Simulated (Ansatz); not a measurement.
# BaMn2Bi2 (I4/mmm): equation of state

One table from this session's results is given with a row withheld; the runs are named, their logs left out.

Computed with Ansatz 0.2.0 (DFT LDA, scalar-relativistic, plane waves, PAW, unless a step's input says otherwise).

## Starting point

Symmetry: I4/mmm, No. 139, tetragonal system. Conventional cell: a = 4.301 Å, b = 4.301 Å, c = 13.961 Å, α = 90.00°, β = 90.00°, γ = 90.00°. Around Ba (site symmetry 4/mmm) lie 8 Bi at 3.57 Å and 8 Mn at 4.10 Å. Mn (site symmetry -4m2) is surrounded by 4 Bi at 2.69 Å and 4 Mn at 3.04 Å. Bi (site symmetry 4mm) has 4 Mn at 2.69 Å as nearest neighbours.

Coordinates:

```cif
data_structure
_symmetry_space_group_name_H-M 'P 1'
_symmetry_Int_Tables_number 1
_cell_length_a 7.6142
_cell_length_b 7.6142
_cell_length_c 7.6142
_cell_angle_alpha 147.191
_cell_angle_beta 147.191
_cell_angle_gamma 47.081
_cell_volume 129.11
loop_
_atom_site_label
_atom_site_type_symbol
_atom_site_fract_x
_atom_site_fract_y
_atom_site_fract_z
_atom_site_occupancy
Ba1 Ba 0.00000 0.00000 0.00000 1
Mn1 Mn 0.25000 0.75000 0.50000 1
Mn2 Mn 0.75000 0.25000 0.50000 1
Bi1 Bi 0.36576 0.36576 0.00000 1
Bi2 Bi 0.63424 0.63424 0.00000 1
```

This cell comes from an earlier session at LDA: 25.822 Å³/atom at 0.00 GPa, on a 12×12×12 mesh. The large moments point both ways and cancel.

Volume factors to run: 0.980, 1.020, 0.960, 1.040.

The first run:

input.yaml

```yaml
crystal:
  lattice:
    - [-2.1359190254, 2.1359190254, 6.9336432389]
    - [2.1359190254, -2.1359190254, 6.9336432389]
    - [2.1359190254, 2.1359190254, -6.9336432389]
  atoms:
    - { symbol: Ba, position: [0.0, 0.0, 0.0] }
    - { symbol: Mn, position: [0.25, 0.75, 0.5], spin: 3.76 }
    - { symbol: Mn, position: [0.75, 0.25, 0.5], spin: -3.76 }
    - { symbol: Bi, position: [0.3657570161, 0.3657570161, 0.0] }
    - { symbol: Bi, position: [0.6342429839, 0.6342429839, 0.0] }
basis:
  ecutwfc: 420
  ecutrho_ratio: 4
kpoints:
  mp_grid: { grid: [12, 12, 12] }
hamiltonian:
  xc: lda
scf:
  occupations: { method: gaussian, width: 0.05 }
output:
  forces: true
  stress: true
  eigenvalues: true
  populations: true
magnetization:
  spin_polarized: true
relax:
  f_tol: 0.01
  max_steps: 40
  cell: { stress_tol: 0.1, fix: [volume] }
```

Launch:

```console
$ ansatz run input.yaml --threads 4 --pin off --max-ram 10240MiB --backend cpu --events-out ev --progress --plain --runs-dir out
```

Among the steps run: Volume × 0.980; Scaling the volume by 1.020; Volume × 0.960; Scaling the volume by 1.040.

One of the session's tables, all rows but one given; the rest of the session is left out.

It belongs to the step «The fit». 

```
volume (Å³/atom)  energy (meV/atom)  pressure (GPa)  moment of atom 2 (μB)
          24.789               6.43            2.06                   3.31
          25.306               1.56            0.98                   3.36
          25.822               0.00            0.00                   3.41
          26.339                  ?               ?                      ?
          26.855               5.47           -1.64                   3.51
```

**Question.** Estimate the row for volume (Å³/atom) = 26.339.

Worked estimate for «energy (meV/atom)». A straight line through the neighbours (25.822, 0.00) and (26.855, 5.47) gives 0.00 + (5.47 − 0.00) × (26.339 − 25.822) / (26.855 − 25.822) = 2.74; a parabola fitted to 3 rows on both sides gives 1.31.

The run gave: energy (meV/atom): 1.41; pressure (GPa): -0.87; moment of atom 2 (μB): 3.46. In «energy (meV/atom)» the line misses by +1.33 and the parabola by -0.10.

To keep in mind: Warnings in the runs' records: stability check not made.
